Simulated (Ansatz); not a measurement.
**GaSiH₃ (triplet): the correlation ladder, cc-pVDZ**

How much of the correlation energy of GaSiH₃ (triplet) does each wave-function method recover here?

Program: Ansatz 0.2.0, Gaussian basis. Level of theory: cc-pVDZ, core rule «outside noble gas», up to 19 orbitals frozen. These are calculated values, not measurements.

The runs, in order: UHF; CCSD(T) on ROHF; CCSD(T) on UHF; BCCD(T) on ROHF; CISD; CCSDT(Q) on ROHF; CCSDT(Q) on UHF; CASSCF and NEVPT2, 10 electrons in 11 orbitals.

**1. The system**

The geometry is a PBE0/def2-TZVP stationary point (not a proven minimum) of the parent state, kept for this charge and spin. No spin-orbit coupling is included. The filled d shell of Ga may be among the frozen orbitals whatever the setting's name suggests; the logs give the count.

5 atoms, charge 0, spin multiplicity 3.

Atoms are counted from 1 here; the program's logs count them from 0.

Bond lengths: Si1–Ga2 2.530 Å, Si1–H3 1.527 Å, Ga2–H4 1.582 Å, Ga2–H5 1.583 Å. Angles: Ga2–Si1–H3 91.5°, Si1–Ga2–H4 124.5°, Si1–Ga2–H5 119.7°, H4–Ga2–H5 115.8°.

In the tables R marks a restricted open-shell determinant and U an unrestricted one; 'valence' is the active space of 10 electrons in 11 orbitals; correlation energies count from the lowest restricted Hartree-Fock solution.

**2. UHF**

Contents of in.yaml:

```yaml
crystal:
  periodic: [false, false, false]
  atoms:
    - {symbol: Si, position_ang: [0.000000, -0.091539, 1.814482]}
    - {symbol: Ga, position_ang: [0.000000, 0.015718, -0.713702]}
    - {symbol: H, position_ang: [0.000000, 1.431644, 1.919982]}
    - {symbol: H, position_ang: [0.000000, 1.356491, -1.553803]}
    - {symbol: H, position_ang: [0.000000, -1.324715, -1.555955]}
basis:
  gaussian: {orbitals: cc-pVDZ}
magnetization: {spin_polarized: true, initial_magnetization: 2}
hamiltonian: {xc: hf}
output: {orbitals: {seedname: orbitals}}
```

Launch:

```
$ ansatz run in.yaml --threads 1 --pin off --events-out ev --progress --plain --max-ram 2393MiB
```

After this run come: CCSD(T) on ROHF; CCSD(T) on UHF; BCCD(T) on ROHF; CISD; CCSDT(Q) on ROHF; CCSDT(Q) on UHF; CASSCF and NEVPT2, 10 electrons in 11 orbitals.

Before running them: what should the planned runs give, taken together? Wanted: correlation energy, UCCSDT(Q); RMP2 from UCCSDT(Q); UMP2 from UCCSDT(Q); RCCSD from UCCSDT(Q); RCCSD(T) from UCCSDT(Q); UCCSD(T) from UCCSDT(Q); RCCSDT(Q) from UCCSDT(Q); NEVPT2 valence from UCCSDT(Q); T1 diagnostic.

**Answer**, as computed:

```
                                      quantity                      value
                 correlation energy, UCCSDT(Q)                 -4.9333 eV
                           RMP2 from UCCSDT(Q)            +28.38 kcal/mol
                           UMP2 from UCCSDT(Q)            +28.29 kcal/mol
                          RCCSD from UCCSDT(Q)             +4.13 kcal/mol
                       RCCSD(T) from UCCSDT(Q)             +1.09 kcal/mol
                       UCCSD(T) from UCCSDT(Q)             +1.06 kcal/mol
                      RCCSDT(Q) from UCCSDT(Q)             +0.04 kcal/mol
                 NEVPT2 valence from UCCSDT(Q)            +21.17 kcal/mol
levels of the table within 1 kcal/mol (43 meV)  RCCSDT, UCCSDT, RCCSDT(Q)
                                 T1 diagnostic                      0.038
                effectively unpaired electrons                       2.03
```

RCCSD(T) lands +1.09 kcal/mol from the yardstick (1.0 % of the correlation energy). One determinant dominates. These misses are within one basis, not against nature; the frozen cores of restricted and unrestricted runs differ, which can shift their rows.
